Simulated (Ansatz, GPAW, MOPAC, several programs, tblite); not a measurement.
RuFBr (Janus 2H monolayer) from semi-empirical methods to plane-wave DFT

A free-standing Janus 2H monolayer of RuFBr, relaxed with r2SCAN in Ansatz, was computed with several methods. The sheet's in-plane cell has a = 3.443 Å, b = 3.443 Å (γ = 120.0°), and its outermost atoms lie 2.66 Å apart along the normal. Ru is surrounded by 3 Br at 2.37 Å and 3 F at 2.42 Å; F is surrounded by 3 Ru at 2.42 Å; Br is surrounded by 3 Ru at 2.37 Å. Values at 0 K without nuclear motion; spin polarisation is off, and the phase may be a hypothetical one.

```yaml
crystal:
  lattice:
    - [3.44316, 0.00000, 0.00000]
    - [-1.72158, 2.98186, 0.00000]
    - [0.00000, 0.00000, 29.71939]
  atoms:
    - { symbol: Ru, position: [0.33333, 0.66667, 0.30178] }
    - { symbol: F, position: [0.66667, 0.33333, 0.34808] }
    - { symbol: Br, position: [0.66667, 0.33333, 0.25864] }
```
Periodic in the plane only; c spans the vacuum.

Gaps and times are for a single point on this cell. Times are rough, from shared hosts (Arm Neoverse V1), and each method has its own mesh and cell size. PM6 (MOPAC): levels, charges or heat of formation failed a check of plausibility, so no values are given. PM6 (MOPAC), PM7 (MOPAC), GFN1-xTB (tblite), GFN2-xTB (tblite) treat a cluster of cells at its zone centre, which samples few k points: where these miss a band edge, the gap comes out too large for that reason alone. Gaps from k meshes are read at a limited set of points (mesh, symmetry points, PBE's band edges), so each method's own least gap may be somewhat smaller. xTB and the PM methods were fitted mostly to molecules, and can miss a solid's gap by electronvolts. Minimal bases can be far off for gaps. GLLB-SC's gap includes the derivative discontinuity. d marks a direct gap, i an indirect one (no mark: not told apart), a dash a value that wasn't computed or didn't pass its checks.

```
                              method              kind  gap (eV)  atoms computed  processor time
                   GFN2-xTB (tblite)     tight binding      0.67              27           1.3 s
                   GFN1-xTB (tblite)     tight binding      0.54              27           1.3 s
                         PM7 (MOPAC)    semi-empirical      4.49              27           4.4 s
light PBE (260 eV and a coarse mesh)  light plane-wave    0.59 i               3             5 s
              PBE/single zeta (GPAW)       small basis    0.54 i               3            11 s
                                 PBE         semilocal    0.60 i               3            19 s
                              r2SCAN         semilocal    0.90 i               3            48 s
                      GLLB-SC (GPAW)   model potential      1.61               3            58 s
                         PM6 (MOPAC)    semi-empirical         –              27         2.1 min
```

Against r2SCAN (0.90 eV) and with closed or daggered gaps left aside, the nearest gap at the points sampled is that of GFN2-xTB (tblite) (-0.23 eV) and the farthest that of PM7 (MOPAC) (+3.59 eV). r2SCAN is only a yardstick of convenience: semilocal gaps usually lie below measured ones, which GLLB-SC and hybrids aim to mend.

Spin-orbit coupling is left out.
